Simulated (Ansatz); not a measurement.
# BrCl₂FSn: up Jacob's ladder to CCSD(T)

Aim: compute BrCl₂FSn with functionals from several rungs and with coupled cluster, and see how far each lands from CCSD(T) at the basis-set limit for the atomisation energy.

Computed with Ansatz 0.2.0, Gaussian basis. Level: functionals in def2-TZVPP, the program's frozen cores in correlated methods.

The runs, in order: LDA (SPW92), PBE-D4, revPBE-D4, BLYP-D4, r2SCAN-D4, B97M-V, PBE0-D4, B3LYP-D4, r2SCANh-D4, r2SCAN0-D4, HSE06-D4, BHLYP-D4, CAM-B3LYP-D4, LC-ωPBE, ωB97X-V, ωB97M-V, B2PLYP, PBE-QIDH; CCSD(T)/def2-SVP; CCSD(T)/def2-TZVPP; MP2/def2-QZVPP; extrapolation to the limit; RPA on PBE.

## 1. The relaxed structure

All runs share one geometry, relaxed beforehand with PBE0-D4 in a triple-zeta def2 set. Sn takes the def2 core potential; no spin-orbit term is included.

SMILES `[F][Sn]([Cl])([Cl])[Br]`, 5 atoms, charge 0, spin multiplicity 1.

Atoms are counted from 1 here; the program's logs count them from 0.

Bond lengths: F1–Sn2 1.894 Å, Sn2–Cl3 2.283 Å, Sn2–Cl4 2.283 Å, Sn2–Br5 2.426 Å. Angles: F1–Sn2–Cl3 106.8°, F1–Sn2–Cl4 106.8°, F1–Sn2–Br5 107.9°, Cl3–Sn2–Cl4 110.7°, Cl3–Sn2–Br5 112.2°, Cl4–Sn2–Br5 112.2°.

## 2. LDA

This LDA is Slater exchange with PW92 correlation.

The input, in.yaml:

```yaml
crystal:
  periodic: [false, false, false]
  atoms:
    - {symbol: F, position_ang: [-0.499577, -0.160962, 1.845085]}
    - {symbol: Sn, position_ang: [-0.000153, -0.031686, 0.022882]}
    - {symbol: Cl, position_ang: [1.885286, -1.292540, -0.234598]}
    - {symbol: Cl, position_ang: [-1.724906, -0.897897, -1.196068]}
    - {symbol: Br, position_ang: [0.389350, 2.309485, -0.478700]}
basis:
  gaussian: {orbitals: def2-TZVPP}
hamiltonian: {xc: lda}
output: {orbitals: {seedname: orbitals}}
```

The runs that follow: PBE-D4 (GGA); revPBE-D4 (GGA); BLYP-D4 (GGA); r2SCAN-D4 (meta-GGA); B97M-V (meta-GGA); PBE0-D4 (hybrid); B3LYP-D4 (hybrid); r2SCANh-D4 (hybrid); r2SCAN0-D4 (hybrid); HSE06-D4 (hybrid); BHLYP-D4 (hybrid); CAM-B3LYP-D4 (range-separated); LC-ωPBE-D4 (range-separated); ωB97X-V (range-separated); ωB97M-V (range-separated); B2PLYP (double hybrid); PBE-QIDH (double hybrid); CCSD(T) in def2-SVP; CCSD(T) in def2-TZVPP; MP2 in def2-QZVPP; RPA on PBE orbitals.

**Question.** What will the summary of the whole plan be? Wanted: atomisation energy, CCSD(T)/CBS; farthest beyond LDA; mean size of error, GGA; mean size of error, meta-GGA; mean size of error, hybrid; mean size of error, range-separated; mean size of error, double hybrid; gap, smallest and largest; T1 diagnostic.

**Answer**, as computed:

| quantity | value |
| --- | --- |
| atomisation energy, CCSD(T)/CBS | 337.9 kcal/mol |
| functionals within 3.4 kcal/mol (1.0 %) | PBE-D4, r2SCAN-D4, B97M-V |
| farthest beyond LDA | BHLYP-D4 (-30.1 kcal/mol) |
| mean size of error, GGA | 9.8 kcal/mol |
| mean size of error, meta-GGA | 2.8 kcal/mol |
| mean size of error, hybrid | 15.2 kcal/mol |
| mean size of error, range-separated | 10.9 kcal/mol |
| mean size of error, double hybrid | 14.7 kcal/mol |
| gap, smallest and largest | 3.78 eV (LDA (SPW92)), 11.18 eV (LC-ωPBE) |
| T1 diagnostic | 0.0112 |
| triples share of the correlation energy | 3.5 % |

**Reading.** LDA overbinds by 54.0 kcal/mol (16 %). PBE-D4 is off by +1.6 kcal/mol. Double hybrids carry the basis error of their MP2 part in triple zeta, and no dispersion term here, so their miss is partly the set-up's. Taken by rung, meta-GGA functionals do best (2.8 kcal/mol on average) and hybrid ones worst beyond LDA (15.2 kcal/mol). The mean of the hybrids holds BHLYP, with half exact exchange. RPA and LDA stand outside this count. Misses under about 3.4 kcal/mol are within the doubt on the reference itself, which lacks core-valence correlation, spin-orbit coupling and higher excitations, and its outer-core shells are covered unevenly. All levels share the lack of spin-orbit coupling, which lowers the free heavy atoms and so the true binding. Hartree-Fock recovers 66 % of the binding; the rest is correlation. CCSD(T) in def2-SVP is off by -44.8 kcal/mol, so the small basis spoils what the method gains. Orbital gaps span 3.8 to 11.2 eV; exact exchange widens them. Correlated methods include outer-core shells of Br, Sn, which these sets cover unevenly.
